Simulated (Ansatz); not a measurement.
# SiGe2H (doublet): from Hartree-Fock to the top rungs at a displaced geometry (v1), cc-pVDZ

An exercise on one series of results from a longer session: the logs are not shown, and one member is left open.

Method: cc-pVDZ, core rule «outside noble gas», up to 33 orbitals frozen; program: Ansatz 0.2.0, Gaussian basis.

Plan: UHF; CCSD(T) on UHF; BCCD(T) on ROHF; CISD; CCSDT(Q) on ROHF; CCSDT(Q) on UHF; CASSCF and MRCISD+Q, 9 electrons in 9 orbitals; CASSCF and NEVPT2, 9 electrons in 9 orbitals.

46 further runs of the same task are left out: 39 that didn't finish, 7 set aside as unsound or not needed.

### What is computed

The geometry is a PBE0/def2-TZVP stationary point (not a proven minimum) with its atoms shifted at random (size 0.040 Å). No spin-orbit coupling is included. The filled d shell of Ge may be among the frozen orbitals whatever the setting's name suggests; the logs give the count.

4 atoms, charge 0, spin multiplicity 2.

Atoms are counted from 1 here; the program's logs count them from 0.

Bond lengths: Ge1–Ge2 2.557 Å, Ge1–Si3 2.370 Å, Ge1–H4 1.755 Å, Ge2–Si3 2.303 Å, Ge2–H4 1.739 Å. Angles: Ge2–Ge1–Si3 55.6°, Ge2–Ge1–H4 42.7°, Si3–Ge1–H4 98.3°, Ge1–Ge2–Si3 58.1°, Ge1–Ge2–H4 43.2°, Si3–Ge2–H4 101.3°, Ge1–Si3–Ge2 66.3°, Ge1–H4–Ge2 94.1°.

The first run:

Contents of in.yaml:

```yaml
crystal:
  periodic: [false, false, false]
  atoms:
    - {symbol: Ge, position_ang: [-0.006922, 0.316062, 1.286221]}
    - {symbol: Ge, position_ang: [-0.007756, 0.299920, -1.270485]}
    - {symbol: Si, position_ang: [0.040208, -1.646915, -0.040322]}
    - {symbol: H, position_ang: [-0.062568, 1.497599, -0.010519]}
basis:
  gaussian: {orbitals: cc-pVDZ}
magnetization: {spin_polarized: true, initial_magnetization: 1}
hamiltonian: {xc: hf}
output: {orbitals: {seedname: orbitals}}
```

Launch:

```
$ ansatz run in.yaml --threads 1 --pin off --events-out ev --progress --plain --max-ram 2393MiB
```

Among the steps run: UHF; CCSD(T) on UHF; BCCD(T) on ROHF; CISD; CCSDT(Q) on ROHF; CCSDT(Q) on UHF; CASSCF and MRCISD+Q, 9 electrons in 9 orbitals; CASSCF and NEVPT2, 9 electrons in 9 orbitals.

One of the session's tables, all rows but one given; the rest of the session is left out.

It belongs to the step «Misses and costs». 

| method | from UCCSDT(Q) (kcal/mol) |
| --- | --- |
| UHF | +189.17 |
| UMP2 | ? |
| UCCSD | +13.03 |
| UCCSD(T) | +1.99 |
| BCCD(T) | +1.86 |
| UCCSDT | +1.18 |
| UCCSDT(Q) | 0 |
| CASSCF frontier | +145.77 |
| NEVPT2 frontier | +30.33 |
| MRCISD frontier | +20.59 |
| MRCISD+Q frontier | +3.08 |

Estimate the missing values for UMP2.

The run gave: from UCCSDT(Q) (kcal/mol): +32.36. In the column «from UCCSDT(Q) (kcal/mol)» it lies between NEVPT2 frontier (+30.33) and CASSCF frontier (+145.77).

Not comparable, so not listed: CISD; CCSDT(Q) on ROHF (they don't share determinant, frozen orbitals or solution with the rows shown, or repeat one).
